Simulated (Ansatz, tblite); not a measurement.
# The cluster Be4O3+: a ladder of methods and basis sets

How do method and basis change the picture of the cluster Be4O3+ (doublet)?

Method: as each input shows; program: Ansatz 0.2.0, Gaussian basis.

Levels to be run: GFN1-xTB, GFN2-xTB, PBE-D4/def2-TZVP, r2SCAN-D4/def2-TZVP, HSE06-D4/def2-TZVP, HF/def2-TZVP, revPBE-D4/def2-TZVP, PBE-D4/def2-SVP, PBE0-D4/def2-SVP, HF/STO-3G, CCSD(T)/def2-TZVPP, MP2/def2-TZVP.

2 further runs of the same task are left out: 2 set aside as unsound or not needed. Runs told in other sessions of the task aren't counted.

**1. The structure**

The doublet was relaxed beforehand with PBE0-D4/def2-SVP. At that level it is the lowest of the isomers that a small search found.

7 atoms, charge 1, spin multiplicity 2.

Bond lengths: Be1–O6 1.421 Å, Be1–O7 1.573 Å, Be2–O7 1.518 Å, Be3–O5 1.421 Å, Be3–O7 1.573 Å, Be4–O5 1.477 Å, Be4–O6 1.477 Å. Angles: O6–Be1–O7 137.9°, O5–Be3–O7 137.9°, O5–Be4–O6 132.7°, Be3–O5–Be4 106.9°, Be1–O6–Be4 106.9°, Be1–O7–Be2 131.1°, Be1–O7–Be3 97.8°, Be2–O7–Be3 131.1°.

The ion is computed in the gas phase, without counter-ions or solvent.

PBE0-D4/def2-TZVP was run before; its log isn't repeated, and its numbers join the tables.

**2. GFN1-xTB**

Tight binding, by tblite at 300 K electronic temperature and without a spin-polarisation term:

```python
tblite.interface.Calculator('GFN1-xTB', numbers, positions, charge=1, uhf=1).singlepoint()
```

Energy -460.3569 eV; 0.003 s.

**3. GFN2-xTB**

Tight binding, by tblite at 300 K electronic temperature and without a spin-polarisation term:

```python
tblite.interface.Calculator('GFN2-xTB', numbers, positions, charge=1, uhf=1).singlepoint()
```

Energy -399.8326 eV; 0.005 s.

**4. PBE-D4/def2-TZVP**

start.molden holds the orbitals of an earlier run on this state, given as this run's starting guess.

in.yaml reads:

```yaml
crystal:
  periodic: [false, false, false]
  atoms:
    - {symbol: Be, position_ang: [-0.857625, -0.835424, 0.060500]}
    - {symbol: Be, position_ang: [1.597155, -2.210433, 0.100210]}
    - {symbol: Be, position_ang: [1.064727, 0.548662, -0.047943]}
    - {symbol: Be, position_ang: [-1.068951, 1.479526, -0.066656]}
    - {symbol: O, position_ang: [0.374973, 1.789118, -0.106887]}
    - {symbol: O, position_ang: [-1.818968, 0.209485, 0.016658]}
    - {symbol: O, position_ang: [0.708698, -0.980924, 0.044118]}
basis:
  gaussian: {orbitals: def2-TZVP, initial_orbitals: start.molden}
total_charge: 1
magnetization: {spin_polarized: true, initial_magnetization: 1}
hamiltonian: {xc: pbe, dispersion: d4}
scf: {omitted_lower_state_checks: [starts]}
output: {forces: true, orbitals: {seedname: orbitals}}
```

Started as:

```sh
$ ansatz run in.yaml --threads 4 --pin off --events-out ev --progress --plain --max-ram 4787MiB
```

After this run come: r2SCAN-D4/def2-TZVP; HSE06-D4/def2-TZVP; HF/def2-TZVP; revPBE-D4/def2-TZVP; PBE-D4/def2-SVP; PBE0-D4/def2-SVP; HF/STO-3G; CCSD(T)/def2-TZVPP; MP2/def2-TZVP.

Before running them: what should the planned runs give, taken together? Wanted: gap in def2-TZVP, named functionals and Hartree-Fock, smallest and largest; correlation energy, CCSD(T)/def2-TZVPP; correlation energy, MP2/def2-TZVP; ⟨S²⟩ in def2-TZVP, named functionals and Hartree-Fock, smallest and largest; PBE0 total energy, smallest basis above largest.

**Answer**, as computed:

```
                                                                   quantity                              value
 gap in def2-TZVP, named functionals and Hartree-Fock, smallest and largest  2.07 eV (revPBE-D4), 9.36 eV (HF)
                                     correlation energy, CCSD(T)/def2-TZVPP                          -26.48 eV
                                          correlation energy, MP2/def2-TZVP                          -25.32 eV
⟨S²⟩ in def2-TZVP, named functionals and Hartree-Fock, smallest and largest                       0.751, 0.751
                            PBE0 total energy, smallest basis above largest      9.75 eV (def2-SVP, def2-TZVP)
```

Over the named functionals and Hartree-Fock in def2-TZVP the gap runs from 2.07 eV (revPBE-D4) to 9.36 eV (HF); exact exchange widens it.
